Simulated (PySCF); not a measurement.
# BBr3: the cost of one run

Computed with PySCF 2.14.0 and routines of our own; the level stands in each step. Atoms count from 0.

### 1 The starting structure

4 atoms, charge 0, multiplicity 1; geometry from: GFN2-xTB.

### 2 Relaxing the molecule at PBE0-D3(BJ)/def2-SVP

The job: settings as JSON, then the geometry in Å.

```
{"job": {"xc": "PBE0", "basis": "def2-SVP", "d3": "d3bj", "grid": 1, "maxiter": 30, "shake": 0.01, "kind": "geom"}, "charge": 0, "multiplicity": 1}
Br     1.864970    -0.382930    -0.300380
B     -0.002930    -0.003380    -0.225680
Br    -0.670130     1.683320    -0.747410
Br    -1.153910    -1.322390     0.368820
```

The run is started by

```sh
> OMP_NUM_THREADS=1 python heavy_run.py task.json out
```

The driver reads the jobs from task.json and runs them one after another.

Q: Estimate the wall time and peak memory of this first job on 1 thread of Intel Xeon Platinum 8559C, shared host.

About 34 s, with a peak of 0.5 GiB.
